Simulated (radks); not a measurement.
# Ar⁵⁺ in [Ne] 3p1 4p2: an all-electron calculation

One table from this session's results is given with a row withheld; the runs are named, their logs left out.

The numbers are computed with radks (a radial shooting solver on a logarithmic mesh, Libxc functionals) version 1 (non-relativistic Kohn-Sham, LDA (Slater exchange, Perdew-Wang correlation), spin-polarised, spherical densities, point nucleus; open shells are filled with parallel spins first), except any that are marked as measured or tabulated.

**The atom as given**

| Quantity | Value |
| --- | --- |
| element | argon (Z = 18) |
| charge | +5 |
| electrons | 13 |
| configuration | [Ne] 3p1 4p2 |

The outer shells:

Ar⁵⁺
```
[Ne] core
3p [↑ ][  ][  ]
4p [↑ ][↑ ][  ]
```

Set-up of the first run:

The run's settings:

```text
Z 18
configuration [Ne] 3p1 4p2
relativity non-relativistic
functional lda,pw
spin polarised
nucleus point
```

The run is started by

```
$ python run_ks.py task.json out
```

All runs below come from this command, one after another.

One table of the session follows, with a row left open; its other results are not shown here.

It belongs to the step «Radial structure». From the orbitals of this run (lengths in bohr):

| level | <r> | outermost maximum (interpolated) | 90 % within | nodes |
| --- | --- | --- | --- | --- |
| 1s up | 0.08639 | 0.0567 | 0.154 | 0 |
| 1s down | 0.08638 | 0.0567 | 0.154 | 0 |
| 2s up | 0.4146 | 0.340 | 0.646 | 1 |
| 2s down | 0.4139 | 0.340 | 0.645 | 1 |
| 2p up | 0.3736 | 0.280 | 0.618 | 0 |
| 2p down | 0.3730 | 0.280 | 0.616 | 0 |
| 3p up | 1.214 | 1.09 | 1.81 | 1 |
| 3p down | ? | ? | ? | ? |
| 4p up | 2.579 | 2.53 | 3.67 | 2 |
| 4p down | 2.662 | 2.58 | 3.80 | 2 |

Q: Estimate the row for 3p down from the others.

**Answer.** <r>: 1.213; outermost maximum (interpolated): 1.08; 90 % within: 1.81; nodes: 1. In the column «<r>» it lies between 2s up (0.4146) and 3p up (1.214).
